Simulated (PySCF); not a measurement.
**SrO⁺: basis, grid and Hamiltonian**

Which parts of the numerical set-up matter for SrO⁺? Each run edits the base script.

The runs use PySCF 2.14.0; each script names its method and basis.

5 further runs of the same task are left out: 1 for a known fault of the program, 4 that didn't finish.

## Step 1: The starting structure

SrO⁺: 2 atoms, charge 1, spin multiplicity 2.

Bond lengths: Sr1–O2 2.241 Å.

## Step 2: The base run

The input, input.py:

```python
from pyscf import gto, dft, tdscf

mol = gto.M(
    atom='Sr 0 0 0; O 0 0 2.241',
    basis='lanl2dz',
    ecp={'Sr': 'lanl2dz'},
    charge=1,
    spin=1,
    verbose=4,
)
mf = dft.UKS(mol, xc='b3pw91')
mf.kernel()
td = tdscf.TDDFT(mf)
td.nstates = 3
td.kernel()
td.analyze(verbose=3)
mf.dip_moment()
print('orbital energies (hartree):', [e[max(0, n-3):n+3].round(4) for e, n in zip(mf.mo_energy, mol.nelec)])
```

Started as:

```sh
$ OMP_NUM_THREADS=1 python input.py
```

Its log is not repeated here.

In short: E(SCF) = -105.336439 Eh, 11 cycles, ⟨S²⟩ = 0.754, excitations 1.26, 1.26, 1.81 eV.

The bond length is a typed value, not an optimised one. The dipole of an ion depends on the origin.

## Step 3: Crenbl

Run 1 changes basis set: lanl2dz → crenbl. The core potential changes with it: totals don't compare.

The input, input.py:

```python
from pyscf import gto, dft, tdscf

mol = gto.M(
    atom='Sr 0 0 0; O 0 0 2.241',
    basis='crenbl',
    ecp={'Sr': 'crenbl', 'O': 'crenbl'},
    charge=1,
    spin=1,
    verbose=4,
)
mf = dft.UKS(mol, xc='b3pw91')
mf.kernel()
td = tdscf.TDDFT(mf)
td.nstates = 3
td.kernel()
td.analyze(verbose=3)
mf.dip_moment()
print('orbital energies (hartree):', [e[max(0, n-3):n+3].round(4) for e, n in zip(mf.mo_energy, mol.nelec)])
```

Started as:

```sh
$ OMP_NUM_THREADS=1 python input.py
```

## Step 4: Integration grid 0

Run 2 changes integration grid: default → 0.

input.py, as its differences from that of step 2:

```diff
@@ -11,2 +11,3 @@
 mf = dft.UKS(mol, xc='b3pw91')
+mf.grids.level = 0
 mf.kernel()
```

## Step 5: Density fitting auto

Run 3 changes density fitting: none → auto.

input.py, as its differences from that of step 2:

```diff
@@ -11,2 +11,3 @@
 mf = dft.UKS(mol, xc='b3pw91')
+mf = mf.density_fit()
 mf.kernel()
```

## Step 6: Integration grid 2

Run 4 changes integration grid: default → 2.

input.py, as its differences from that of step 2:

```diff
@@ -11,2 +11,3 @@
 mf = dft.UKS(mol, xc='b3pw91')
+mf.grids.level = 2
 mf.kernel()
```

**Question.** What will these runs give? Wanted: for each run, E(SCF); from base; gap, α spin; after the SCF.

**Answer**, as computed:

```csv
run,E(SCF) (hartree),from base (eV),cycles,"gap, α spin (eV)",functions,after the SCF
base,-105.336439,0,11,2.71,21,lowest root found 1.26 eV
crenbl,-46.364704,not comparable,19,3.60,36,lowest root found 0.57 eV
integration grid 0 (poor choice),-105.332286,+0.1130,11,2.71,21,lowest root found 1.26 eV
density fitting auto,-105.337562,-0.0306,11,2.72,21,lowest root found 1.27 eV
integration grid 2,-105.336427,+0.0003,11,2.71,21,lowest root found 1.26 eV
```

What this shows: The largest comparable shift of the SCF energy, +0.113 eV, comes with the run “integration grid 0”. The dearest run is “crenbl”, at 32 s against 5.3 s. Rows marked «poor choice» come from settings spoiled on purpose.
